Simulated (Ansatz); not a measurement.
**LiMg: biaxial strain in the a-b plane**

One table from this session's results is given with a row withheld; the runs are named, their logs left out.

Method: DFT PBEsol, scalar-relativistic, plane waves, PAW, in Ansatz 0.2.0.

### The structure to begin with

The structure is trigonal, space group R-3m (No. 166). The conventional cell has a = 3.092 Å, b = 3.092 Å, c = 15.243 Å, α = 90.00°, β = 90.00°, γ = 120.00°. Li (site symmetry -3m) has 6 Li at 3.09 Å and 6 Mg at 3.10 Å as nearest neighbours. Around Mg (site symmetry -3m) lie 6 Mg at 3.09 Å and 6 Li at 3.10 Å.

Structure file:

```
Li Mg
1.0
     1.54575    0.89244    5.08105
    -1.54575    0.89244    5.08105
     0.00000   -1.78488    5.08105
Li Mg
1 1
Direct
  0.00000 0.00000 0.00000
  0.50000 0.50000 0.50000
```

The structure comes from the Materials Project (structure only).

The first run:

(A quick probe on a coarse mesh, which set the mesh and smearing, is not shown.)

input.yaml reads:

```yaml
crystal:
  lattice:
    - [1.5457510101, 0.8924397618, 5.0810520986]
    - [-1.5457510101, 0.8924397618, 5.0810520986]
    - [0.0, -1.7848795236, 5.0810520986]
  atoms:
    - { symbol: Li, position: [0.0, 0.0, 0.0] }
    - { symbol: Mg, position: [0.5, 0.5, 0.5] }
basis:
  ecutwfc: 420
kpoints:
  mp_grid: { grid: [15, 15, 15] }
hamiltonian:
  xc: pbesol
scf:
  occupations: { method: gaussian, width: 0.1 }
output:
  forces: true
  stress: true
  eigenvalues: true
relax:
  adjacent_minimum: "off"
  f_tol: 0.005
  max_steps: 80
  cell: { stress_tol: 0.05 }
```

Among the steps run: Full relaxation; Zero strain; At -1.0 %; At +1.0 %; Strain -2.0 %; The cell strained by +2.0 %; The cell strained by -3.0 %; The cell strained by +3.0 %.

One table of the session follows, with a row left open; its other results are not shown here.

Lengths are those of the vectors of the cell that was run; stresses in GPa:

```
strain (%)  ΔE (meV/atom)  a (Å)  b (Å)   c (Å)
      -3.0            9.2  3.004  3.004  15.129
      -2.0            3.8  3.035  3.035  15.117
      -1.0              ?      ?      ?       ?
      +0.0            0.0  3.097  3.097  15.051
      +1.0            0.9  3.128  3.128  15.014
      +2.0            3.4  3.159  3.159  14.969
      +3.0            7.5  3.189  3.189  14.927
```

Q: Estimate the row for strain (%) = -1.0 from the others.

Worked estimate for «ΔE (meV/atom)». A straight line through the neighbours (-2.0, 3.8) and (0.0, 0.0) gives 3.8 + (0.0 − 3.8) × (-1.0 + 2.0) / (0.0 + 2.0) = 1.9; a parabola fitted to 4 rows on both sides gives 0.9.

The run gave: ΔE (meV/atom): 0.9; a (Å): 3.066; b (Å): 3.066; c (Å): 15.094. In «ΔE (meV/atom)» the line misses by +1.0 and the parabola by 0.0.

ΔE is over the unstrained cell. Stress in GPa, positive in compression, on the Cartesian axes of the input. 
